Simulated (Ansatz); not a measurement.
# C6H7NO: vertical ionisation energy

Aim: the vertical ionisation energy of C6H7NO, as cation minus neutral at the neutral's geometry, on several levels, and how well −ε(HOMO) stands in for it.

Computed with Ansatz 0.2.0, Gaussian basis. Level: unrestricted cation, the program's frozen cores in correlated methods.

Plan: UKS PBE-D4/def2-TZVPP; UKS r2SCAN-D4/def2-TZVPP; UKS PBE0-D4/def2-TZVPP; UKS B3LYP-D4/def2-TZVPP; UKS wB97X-V/def2-TZVPP; UKS wB97M-V/def2-TZVPP; UKS B2PLYP/def2-TZVPP; UHF-CCSD(T)/def2-TZVPP; UHF-MP2/def2-QZVPP; extrapolation to the limit; then −ε(HOMO) from the neutral's earlier runs with LDA (SPW92), PBE-D4, revPBE-D4, BLYP-D4, r2SCAN-D4, B97M-V, PBE0-D4, B3LYP-D4, r2SCANh-D4, r2SCAN0-D4, HSE06-D4, BHLYP-D4, CAM-B3LYP-D4, LC-ωPBE, ωB97X-V, ωB97M-V.

## Step 1: Structure used throughout

All runs share one geometry, relaxed beforehand with PBE0-D4 in a triple-zeta def2 set.

SMILES `Cc1cc(O)ccn1`, 15 atoms, charge 0, spin multiplicity 1.

Atoms are counted from 1 here; the program's logs count them from 0.

Bond lengths: C1–C2 1.497 Å, C1–H9 1.093 Å, C1–H10 1.093 Å, C1–H11 1.088 Å, C2–C3 1.392 Å, C2–N8 1.331 Å, C3–C4 1.386 Å, C3–H12 1.086 Å, C4–O5 1.348 Å, C4–C6 1.390 Å, O5–H13 0.962 Å, C6–C7 1.380 Å, C6–H14 1.082 Å, C7–N8 1.331 Å, C7–H15 1.087 Å. Angles: C2–C1–H9 111.1°, C2–C1–H10 111.1°, C2–C1–H11 109.5°, H9–C1–H10 107.3°, H9–C1–H11 108.9°, H10–C1–H11 108.9°, C1–C2–C3 120.4°, C1–C2–N8 117.2°, C3–C2–N8 122.4°, C2–C3–C4 119.2°, C2–C3–H12 120.2°, C4–C3–H12 120.6°, C3–C4–O5 123.1°, C3–C4–C6 118.6°, O5–C4–C6 118.3°, C4–O5–H13 109.4°, C4–C6–C7 117.6°, C4–C6–H14 120.5° and more.

## Step 2: Cation, UKS PBE-D4/def2-TZVPP

The input, in.yaml:

```yaml
crystal:
  periodic: [false, false, false]
  atoms:
    - {symbol: C, position_ang: [0.863722, -2.186922, 0.064614]}
    - {symbol: C, position_ang: [0.117148, -0.890084, 0.018562]}
    - {symbol: C, position_ang: [0.805973, 0.319910, 0.022245]}
    - {symbol: C, position_ang: [0.089893, 1.505370, -0.021345]}
    - {symbol: O, position_ang: [0.676171, 2.719311, -0.021173]}
    - {symbol: C, position_ang: [-1.297780, 1.444281, -0.067381]}
    - {symbol: C, position_ang: [-1.882300, 0.194278, -0.066688]}
    - {symbol: N, position_ang: [-1.211216, -0.954702, -0.025354]}
    - {symbol: H, position_ang: [1.479197, -2.254813, 0.965681]}
    - {symbol: H, position_ang: [1.532133, -2.286519, -0.794873]}
    - {symbol: H, position_ang: [0.156357, -3.014204, 0.058031]}
    - {symbol: H, position_ang: [1.891648, 0.330291, 0.058832]}
    - {symbol: H, position_ang: [1.631670, 2.613164, 0.012939]}
    - {symbol: H, position_ang: [-1.887446, 2.351091, -0.102062]}
    - {symbol: H, position_ang: [-2.965170, 0.109547, -0.102028]}
basis:
  gaussian: {orbitals: def2-TZVPP}
total_charge: 1
magnetization: {spin_polarized: true, initial_magnetization: 1}
hamiltonian: {xc: pbe, dispersion: d4}
```

The run is started by

```console
$ ansatz run in.yaml --threads 2 --pin off --events-out ev --progress --plain --max-ram 32768MiB --backend cuda --devices 0, --max-vram 18GiB
```

The runs that follow: Cation, UKS r2SCAN-D4/def2-TZVPP; Cation, UKS PBE0-D4/def2-TZVPP; Cation, UKS B3LYP-D4/def2-TZVPP; Cation, UKS wB97X-V/def2-TZVPP; Cation, UKS wB97M-V/def2-TZVPP; Cation, UKS B2PLYP (frozen core)/def2-TZVPP; Cation, UHF-CCSD(T)/def2-TZVPP; Cation, UHF-MP2/def2-QZVPP.

Before running them: what should the planned runs give, taken together? Wanted: ionisation energy, CCSD(T)/CBS; nearest functional by difference; nearest −ε(HOMO); −ε(HOMO) of PBE; T1 of the cation.

The runs gave:

| quantity | value |
| --- | --- |
| ionisation energy, CCSD(T)/CBS | 9.50 eV |
| nearest functional by difference | ωB97X-V (-0.26 eV) |
| nearest −ε(HOMO) | ωB97X-V (-0.04 eV) |
| −ε(HOMO) of PBE | 5.75 eV |
| T1 of the cation | 0.046 |

By cation minus neutral, the functionals miss by 0.58 eV at most. −ε(HOMO) of PBE misses by 3.7 eV, since self-interaction lifts the level. Among orbital estimates ωB97X-V comes nearest. Hartree-Fock falls 1.50 eV short, as the neutral has more correlation energy than the cation. The cation's T1 (from the report) is 0.046, above the customary mark of 0.045 for open shells, so the coupled-cluster value is less safe.
